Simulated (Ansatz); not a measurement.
# BiTe3: the cost of one run

Method: DFT PBE, scalar-relativistic, plane waves, PAW, in Ansatz 0.2.0.

**1. Starting point**

Symmetry: Pm-3m, No. 221, cubic system. Conventional cell: a = 5.397 Å, b = 5.397 Å, c = 5.397 Å, α = 90.00°, β = 90.00°, γ = 90.00°. Bi (site symmetry m-3m) is surrounded by 6 Te at 2.70 Å. Te (site symmetry 4/mmm) has 2 Bi at 2.70 Å in its first shell of neighbours.

As a file:

```
CELL_PARAMETERS angstrom
5.39697 0.00000 0.00000
0.00000 5.39697 0.00000
0.00000 0.00000 5.39697
ATOMIC_POSITIONS crystal
Bi 0.50000 0.50000 0.50000
Te 0.00000 0.50000 0.50000
Te 0.50000 0.00000 0.50000
Te 0.50000 0.50000 0.00000
```

Recipe of the guess: random cell by space group and Wyckoff sites (Pm-3m, No. 221). The dimensions are guesses.

**2. Probe: one point on a coarse mesh**

input.yaml

```yaml
crystal:
  lattice:
    - [5.39696513, 0.0, 0.0]
    - [0.0, 5.39696513, 0.0]
    - [0.0, 0.0, 5.39696513]
  atoms:
    - { symbol: Bi, position: [0.5, 0.5, 0.5] }
    - { symbol: Te, position: [0.0, 0.5, 0.5] }
    - { symbol: Te, position: [0.5, 0.0, 0.5] }
    - { symbol: Te, position: [0.5, 0.5, 0.0] }
basis:
  ecutwfc: 420
kpoints:
  mp_grid: { grid: [4, 4, 4] }
hamiltonian:
  xc: pbe
scf:
  occupations: { method: gaussian, width: 0.1 }
  lower_state_search: "off"
output:
  forces: true
  stress: true
  eigenvalues: true
```

The run is started by

```console
$ ansatz run input.yaml --threads 1 --pin off --max-ram 2560MiB --backend cpu --events-out ev --progress --plain --runs-dir out
```

What time and memory should one allow on 1 thread of Intel Xeon at 2.50GHz (Skylake/Cascade Lake), shared host?

About 7.5 s, with a peak of 0.43 GiB.
